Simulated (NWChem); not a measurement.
**UB1LYP/6-31G(d,p)/LANL2DZ (core potential, Cartesian functions, COSMO thf) run of RbNa (SMILES [Na][Rb])**

Aim: the energy change on altering one bond length of RbNa at UB1LYP/6-31G**/LANL2DZ (core potential, Cartesian functions, COSMO thf), from 2 runs. 

Program for the calculation: NWChem 7.3.0.

3 further runs of the same task are left out: 3 set aside as unsound or not needed.

**1. The system as given**

RbNa: 2 atoms, total charge 0, spin state singlet. As SMILES, `[Na][Rb]`. The shape comes from GFN2-xTB, which is rough for such elements, and wasn't checked as a minimum.

Bond lengths: Na1–Rb2 3.278 Å.

**2. The charge distribution at UB1LYP/6-31G(d,p)/LANL2DZ (core potential, Cartesian functions, COSMO thf)**

struct.nw reads:

```
START struct
memory total 2200 mb

GEOMETRY units angstrom noautoz
  Na       0.000000       0.000000       0.000000
  Rb       0.000000       0.000000       3.278080
END

BASIS
  * library 6-31G** except Rb
  Rb library "lanl2dz ecp"
END

ECP
  Rb library "lanl2dz ecp"
END

COSMO
  dielec 7.4257
END

DFT
  xc becke88 0.75 lyp 1.0 hfexch 0.25
  odft
  grid medium
  convergence energy 1e-06
  iterations 150
  mulliken
END

PROPERTY
  mulliken
  quadrupole
  octupole
END

TASK dft property
```

Command:

```
nwchem struct.nw > struct.out
```

What it wrote:

```text
[...]
 Group name             C4v
[...]
 **** WARNING Zero Coefficient **** on atom "              Rb"
 angular momentum value: 0  standard basis set name: "lanl2dz ecp"
 input line that generated warning:
   637:       0.0366000              0.0000000              1.1136477
[...]
          Wavefunction type:  spin polarized.
          No. of atoms     :     2
          No. of electrons :    20
[...]
          Charge           :     0
          Spin multiplicity:     1
[...]
          AO basis - number of functions:    31
[...]
              XC Information
              --------------
                     Hartree-Fock (Exact) Exchange  0.250
                    Becke 1988 Exchange Functional  0.750
              Lee-Yang-Parr Correlation Functional  1.000
[...]
 d= 0,ls=0.0,diis     1   -186.0887201246 -2.02D+02  6.98D-03  2.42D-03     0.3
[...]
 d= 0,ls=0.0,diis     7   -186.0952870934 -6.20D-10  1.34D-07  1.92D-13     1.9
[...]
         Total DFT energy =     -186.095287093392
      One electron energy =     -299.667315851718
           Coulomb energy =      115.416196442850
    Exchange-Corr. energy =      -18.045252758734
 Nuclear repulsion energy =       15.981473194971
             COSMO energy =        0.219611879239
[...]
      Total Density - Mulliken Population Analysis
     ---------------------------------------------
    Atom       Charge   Shell Charges
 -----------   ------   -------------------------------------------------------
    1 Na  11    11.25   2.00  2.00  5.97  0.73  0.06  0.52 -0.01 -0.02
    2 Rb   9     8.75   2.00  0.57  0.11  5.97  0.11 -0.01
[...]
      <S2> =     -0.0000 (Exact =     0.0000)
[...]
```

Wall time 2.7 s (1 thread of Intel Xeon Platinum 8488C (Sapphire Rapids), shared host); peak memory 0.1 GiB.

Atomic charges (e):

| atom | Löwdin |
| --- | --- |
| Na1 | -0.310 |
| Rb2 | +0.310 |

**3. The distorted shape, same level**

geom.nw reads:

```
echo
start geom
memory 2200 mb
charge 0

geometry noautoz
  Na    0.057300    0.018968   -0.013391
  Rb   -0.014426   -0.016306    3.360059
end

basis cartesian
  * library 6-31G** except Rb
  Rb library "lanl2dz ecp"
end

ecp
  Rb library "lanl2dz ecp"
end

cosmo
  dielec 7.4257
end

dft
  xc becke88 0.75 lyp 1.0 hfexch 0.25
  odft
  grid medium
  convergence energy 1e-06
  maxiter 150
  mulliken
end

property
  mulliken
  quadrupole
  octupole
end

task dft property
```

Command:

```
nwchem geom.nw > geom.out
```

What it wrote:

```text
[...]
 Group name             C4v
[...]
 **** WARNING Zero Coefficient **** on atom "              Rb"
 angular momentum value: 0  standard basis set name: "lanl2dz ecp"
 input line that generated warning:
   637:       0.0366000              0.0000000              1.1136477
[...]
          Wavefunction type:  spin polarized.
          No. of atoms     :     2
          No. of electrons :    20
[...]
          Charge           :     0
          Spin multiplicity:     1
[...]
          AO basis - number of functions:    31
[...]
              XC Information
              --------------
                     Hartree-Fock (Exact) Exchange  0.250
                    Becke 1988 Exchange Functional  0.750
              Lee-Yang-Parr Correlation Functional  1.000
[...]
 d= 0,ls=0.0,diis     1   -186.0899754907 -2.02D+02  6.52D-03  2.40D-03     0.4
[...]
 d= 0,ls=0.0,diis     7   -186.0967914985 -7.41D-10  1.32D-07  2.18D-13     2.0
[...]
         Total DFT energy =     -186.096791498513
      One electron energy =     -298.806614734524
           Coulomb energy =      114.994089506774
    Exchange-Corr. energy =      -18.043671389821
 Nuclear repulsion energy =       15.525307403540
             COSMO energy =        0.234097715519
[...]
      Total Density - Mulliken Population Analysis
     ---------------------------------------------
    Atom       Charge   Shell Charges
 -----------   ------   -------------------------------------------------------
    1 Na  11    11.29   2.00  2.00  5.97  0.72  0.06  0.56 -0.00 -0.03
    2 Rb   9     8.71   2.00  0.54  0.10  5.97  0.10 -0.01
[...]
      <S2> =     -0.0000 (Exact =     0.0000)
[...]
```

Wall time 2.8 s (1 thread of Intel Xeon Platinum 8488C (Sapphire Rapids), shared host); peak memory 0.1 GiB.

Atomic charges (e):

| atom | Löwdin |
| --- | --- |
| Na1 | -0.300 |
| Rb2 | +0.300 |

**4. Results**

At UB1LYP/6-31G**/LANL2DZ (core potential, Cartesian functions, COSMO thf):

| quantity | value |
| --- | --- |
| first shape: total energy | -186.09529 Eh |
| first shape: dipole moment | 5.69 D |
| first shape: HOMO energy | -3.26 eV |
| first shape: LUMO energy | -1.00 eV |
| first shape: HOMO–LUMO gap | 2.26 eV |
| first shape: solvent term in the energy | -8.4 kJ/mol |
| distorted shape: total energy | -186.09679 Eh |
| distorted shape: dipole moment | 5.94 D |
| distorted shape: HOMO energy | -3.24 eV |
| distorted shape: LUMO energy | -1.01 eV |
| distorted shape: HOMO–LUMO gap | 2.24 eV |
| distorted shape: solvent term in the energy | -9.3 kJ/mol |
| energy change with the Na1–Rb2 bond stretched from 3.278 to 3.374 Å | -0.041 eV |

**Reading.** With the Na1–Rb2 bond stretched from 3.278 to 3.374 Å the energy falls by 0.04 eV (3.9 kJ/mol). The first shape isn't relaxed at this level, so the change isn't measured from a minimum.
